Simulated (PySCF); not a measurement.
# C2HCl2I (SMILES ClC(Cl)=CI): levels of theory compared

Wanted: a comparison of 6 runs (HF/STO-3G, HF/def2-SVP, TPSSh/def2-SVP, PBE/6-311G**, MP2/3-21G, MP2/def2-SVPD) of C2HCl2I. 

Program for the calculation: PySCF 2.14.0.

### Step 1. The molecule

C2HCl2I has 6 atoms, charge 0, and is taken as a singlet. SMILES: `ClC(Cl)=CI`. The coordinates come from a PBE0-D4/def2-TZVP relaxation.

Bond lengths: Cl1–C2 1.704 Å, C2–Cl3 1.718 Å, C2–C4 1.327 Å, C4–I5 2.056 Å, C4–H6 1.081 Å. Angles: Cl1–C2–Cl3 114.8°, Cl1–C2–C4 124.9°, Cl3–C2–C4 120.2°, C2–C4–I5 124.9°, C2–C4–H6 120.0°, I5–C4–H6 115.1°.

### Step 2. Energy and gradient at HF/STO-3G (run 1)

The input, mol.xyz:

```xyz
6

Cl    -1.084800    -1.680800    -0.550000
C      0.083700    -0.643700     0.130200
Cl     1.284100    -1.429700     1.075200
C      0.112400     0.673900    -0.025000
I     -1.246000     1.760100    -1.120600
H      0.892700     1.256100     0.443800
```

The input, job.py:

```python
# ClC(Cl)=CI
from pyscf import gto, scf

molecule = gto.Mole()
molecule.atom = 'mol.xyz'
molecule.basis = 'sto-3g'
molecule.charge = 0
molecule.verbose = 4
molecule.max_memory = 1860
molecule.build()

myscf = scf.RHF(molecule)
myscf.conv_tol = 1e-10
myscf.kernel()
if not myscf.converged:
    myscf = myscf.newton().run(myscf.mo_coeff, myscf.mo_occ)

e_tot = myscf.e_tot
print('E = %.10f Eh' % e_tot)
grad = myscf.nuc_grad_method().kernel()
dip = myscf.dip_moment()
pop, q = myscf.mulliken_pop()
```

Started as:

```console
$ OMP_NUM_THREADS=1 python job.py
```

What it wrote:

```text
PySCF version 2.14.0

[... 60 lines left out ...]
converged SCF energy = -7835.18509742383
[... 13 lines left out ...]
Dipole moment(X, Y, Z, Debye):  0.48908,  1.66811,  0.12052
[... 24 lines left out ...]
pop of  3 C 1s            1.99326
pop of  3 C 2s            1.21107
pop of  3 C 2px           1.00153
pop of  3 C 2py           0.94990
pop of  3 C 2pz           1.00006
pop of  4 I 1s            2.00000
pop of  4 I 2s            1.99995
pop of  4 I 3s            1.99971
pop of  4 I 4s            2.00062
pop of  4 I 5s            1.91235
pop of  4 I 2px           2.00003
pop of  4 I 2py           2.00002
pop of  4 I 2pz           2.00002
pop of  4 I 3px           1.99934
pop of  4 I 3py           1.99956
pop of  4 I 3pz           1.99954
pop of  4 I 4px           1.99906
pop of  4 I 4py           1.99937
pop of  4 I 4pz           1.99935
pop of  4 I 5px           1.55997
pop of  4 I 5py           1.70559
pop of  4 I 5pz           1.69430
pop of  4 I 3dxy          1.99995
pop of  4 I 3dyz          1.99997
pop of  4 I 3dz^2         2.00000
pop of  4 I 3dxz          1.99995
pop of  4 I 3dx2-y2       1.99999
pop of  4 I 4dxy          1.99876
pop of  4 I 4dyz          1.99918
pop of  4 I 4dz^2         1.99988
pop of  4 I 4dxz          1.99876
pop of  4 I 4dx2-y2       1.99982
pop of  5 H 1s            0.88766
 ** Mulliken atomic charges  **
charge of    0Cl =     -0.06410
charge of    1C =      0.04809
charge of    2Cl =     -0.07547
charge of    3C =     -0.15582
charge of    4I =      0.13496
charge of    5H =      0.11234
```

Run time: 5.1 s. Hardware: 1 thread of Intel Xeon at 2.70GHz, shared host; peak memory 0.13 GiB.

### Step 3. Energy and forces at HF/def2-SVP (core potential) (run 2)

The input, input.py:

```python
import pyscf.grad
from pyscf import gto, scf

mol = gto.M(
    atom='''
Cl    -1.084800    -1.680800    -0.550000
C      0.083700    -0.643700     0.130200
Cl     1.284100    -1.429700     1.075200
C      0.112400     0.673900    -0.025000
I     -1.246000     1.760100    -1.120600
H      0.892700     1.256100     0.443800
''',
    verbose=4,
    spin=0,
    max_memory=1860,
    basis='def2-svp',
    charge=0,
    ecp={'I': 'def2-svp'},
)

myscf = scf.RHF(mol)
myscf.conv_tol = 1e-10
myscf.kernel()
if not myscf.converged:
    myscf = myscf.newton().run(myscf.mo_coeff, myscf.mo_occ)

e_tot = myscf.e_tot
print('Final energy', e_tot)
grad = myscf.Gradients().kernel()
dip = myscf.dip_moment()
pop, q = myscf.mulliken_pop()
```

Started as:

```console
$ OMP_NUM_THREADS=1 python input.py
```

What it wrote:

```text
PySCF version 2.14.0

[... 68 lines left out ...]
converged SCF energy = -1291.56620737161
Final energy -1291.566207371612
[... 12 lines left out ...]
Dipole moment(X, Y, Z, Debye):  0.34295,  0.65453,  0.15298
[... 63 lines left out ...]
pop of  3 C 3dxz          0.00408
pop of  3 C 3dx2-y2       0.01010
pop of  4 I 4s            1.82636
pop of  4 I 5s            0.21924
pop of  4 I 6s            1.21911
pop of  4 I 7s            0.68794
pop of  4 I 4px           0.97930
pop of  4 I 4py           0.97552
pop of  4 I 4pz           0.97595
pop of  4 I 5px           1.03768
pop of  4 I 5py           1.04265
pop of  4 I 5pz           1.04208
pop of  4 I 6px           0.81917
pop of  4 I 6py           0.87117
pop of  4 I 6pz           0.86458
pop of  4 I 7px           0.69517
pop of  4 I 7py           0.78300
pop of  4 I 7pz           0.79269
pop of  4 I 4dxy          1.96518
pop of  4 I 4dyz          1.96518
pop of  4 I 4dz^2         1.96528
pop of  4 I 4dxz          1.96516
pop of  4 I 4dx2-y2       1.96508
pop of  4 I 5dxy          0.05218
pop of  4 I 5dyz          0.04676
pop of  4 I 5dz^2         0.04086
pop of  4 I 5dxz          0.05106
pop of  4 I 5dx2-y2       0.03982
pop of  5 H 1s            0.73532
pop of  5 H 2s            0.12745
pop of  5 H 2px           0.01230
pop of  5 H 2py           0.00772
pop of  5 H 2pz           0.00691
 ** Mulliken atomic charges  **
charge of    0Cl =     -0.07166
charge of    1C =      0.14181
charge of    2Cl =     -0.08639
charge of    3C =     -0.20590
charge of    4I =      0.11183
charge of    5H =      0.11030
```

It took 11 s on 1 thread of Intel Xeon at 2.70GHz, shared host; peak memory 0.2 GiB.

Runs 3 to 5 aren't shown in full; the table further down has their settings and results.

### Step 4. Energy and gradient at MP2/def2-SVPD (core potential) (run 6)

The input, job.py:

```python
import pyscf.grad
from pyscf import gto, mp

mol = gto.M(
    atom=[
    ('Cl', (-1.084800, -1.680800, -0.550000)),
    ('C', (0.083700, -0.643700, 0.130200)),
    ('Cl', (1.284100, -1.429700, 1.075200)),
    ('C', (0.112400, 0.673900, -0.025000)),
    ('I', (-1.246000, 1.760100, -1.120600)),
    ('H', (0.892700, 1.256100, 0.443800)),
],
    max_memory=1860,
    ecp={'I': 'def2-svp'},
    basis='def2-svpd',
    verbose=4,
    charge=0,
)

mf = mol.RHF()
mf.conv_tol = 1e-10
mf.kernel()
if not mf.converged:
    mf = mf.newton().run(mf.mo_coeff, mf.mo_occ)

pt = mp.MP2(mf, frozen=16).run()
e_tot = pt.e_tot
print('Final energy', e_tot)
grad = pt.Gradients().kernel()
mf.analyze()
```

Started as:

```console
$ OMP_NUM_THREADS=1 python job.py
```

What it wrote:

```text
PySCF version 2.14.0

[... 79 lines left out ...]
Final energy -1292.2823683506028
[... 24 lines left out ...]
MO #7   energy= -8.07838474843742  occ= 2
[... 12 lines left out ...]
MO #20  energy= -2.29144392461465  occ= 2
[... 12 lines left out ...]
MO #33  energy= -0.46715170232176  occ= 2
[... 12 lines left out ...]
MO #46  energy= 0.15044332568115   occ= 0
[... 12 lines left out ...]
MO #59  energy= 0.291295052296598  occ= 0
[... 12 lines left out ...]
MO #72  energy= 0.494761407770741  occ= 0
[... 12 lines left out ...]
MO #85  energy= 0.733742974300282  occ= 0
[... 12 lines left out ...]
MO #98  energy= 1.12586996969143   occ= 0
[... 12 lines left out ...]
MO #111 energy= 1.32991126394688   occ= 0
[... 12 lines left out ...]
MO #124 energy= 2.07872770156519   occ= 0
[... 12 lines left out ...]
MO #137 energy= 56.9011084509359   occ= 0
[... 107 lines left out ...]
pop of  4 I 6px           0.16959
pop of  4 I 6py           1.08836
pop of  4 I 6pz           1.21140
pop of  4 I 7px           1.20690
pop of  4 I 7py           0.01766
pop of  4 I 7pz           0.01790
pop of  4 I 8px           0.09184
pop of  4 I 8py           0.00392
pop of  4 I 8pz           0.00545
pop of  4 I 4dxy          1.75067
pop of  4 I 4dyz          1.74678
pop of  4 I 4dz^2         1.75182
pop of  4 I 4dxz          1.74712
pop of  4 I 4dx2-y2       1.99805
pop of  4 I 5dxy          0.09466
pop of  4 I 5dyz          0.09785
pop of  4 I 5dz^2         0.09354
pop of  4 I 5dxz          0.08897
pop of  4 I 5dx2-y2       0.00359
pop of  4 I 6dxy          0.14957
pop of  4 I 6dyz          0.15698
pop of  4 I 6dz^2         0.14673
pop of  4 I 6dxz          0.16264
pop of  4 I 6dx2-y2       0.00521
pop of  5 H 1s            0.84303
pop of  5 H 2s            0.02108
pop of  5 H 2px           0.00227
pop of  5 H 2py           0.00477
pop of  5 H 2pz           0.00162
pop of  5 H 3px           0.00887
pop of  5 H 3py           0.00617
pop of  5 H 3pz           0.00758
 ** Mulliken atomic charges  **
charge of    0Cl =     -0.09657
charge of    1C =     -0.00673
charge of    2Cl =     -0.03776
charge of    3C =     -1.32878
charge of    4I =      1.36524
charge of    5H =      0.10460
Dipole moment(X, Y, Z, Debye):  0.35839,  0.75562,  0.15034
```

Run time: 74 s. Hardware: 1 thread of Intel Xeon at 2.70GHz, shared host; peak memory 2 GiB.

### Step 5. All runs side by side

```tsv
run	level	core potential	integration grid	energy (Eh)	dipole moment (D) of the reference	HOMO energy (eV)	LUMO energy (eV)	wall time
1	HF/STO-3G	–	–	-7835.185097	1.74	-7.74	6.59	5.1 s
2	HF/def2-SVP (core potential)	def2-svp	–	-1291.566207	0.75	-9.43	2.81	11 s
3	TPSSh/def2-SVP (core potential)	def2-svp	5	-1294.474545	0.60	-6.42	-1.42	70 s
4	PBE/6-311G**	–	5	-7915.666948	0.75	-6.08	-2.11	79 s
5	MP2/3-21G	–	–	-7878.031803	1.48	-9.55	2.73	11 s
6	MP2/def2-SVPD (core potential)	def2-svp	–	-1292.282368	0.85	-9.55	1.38	74 s
```

### Step 6. Outcome

| quantity | value |
| --- | --- |
| run 6: total energy | -1292.28237 Eh |
| run 6: dipole moment (Hartree–Fock density) | 0.85 D |
| run 6: HOMO energy (Hartree–Fock orbitals) | -9.55 eV |
| run 6: LUMO energy (Hartree–Fock orbitals) | 1.38 eV |
| run 6: HOMO–LUMO gap (Hartree–Fock orbitals) | 10.94 eV |
| run 6: correlation energy (16 core orbitals frozen) | -697.0 mEh |
| run 6: largest force on an atom | 0.867 eV/Å |

**Reading.** Over runs 1, 2, 3, 4 the dipole moment (its size) runs from 0.60 D (TPSSh/def2-SVP) to 1.74 D (HF/STO-3G). The two ends differ in method and basis and core potential. Over runs 1, 2, 3, 4 the HOMO–LUMO gap runs from 3.98 eV (PBE/6-311G**) to 14.33 eV (HF/STO-3G). The two ends differ in method and basis. Totals of different functionals can't be ranked against each other. Some runs of one species differ in core potentials or relativity; totals across that change don't compare. In run 1 the basis is minimal, so the values are rough. In runs 1, 4, 5 relativity is left out where basis or elements ask for it. All runs together took 4.2 min, the longest 79 s.
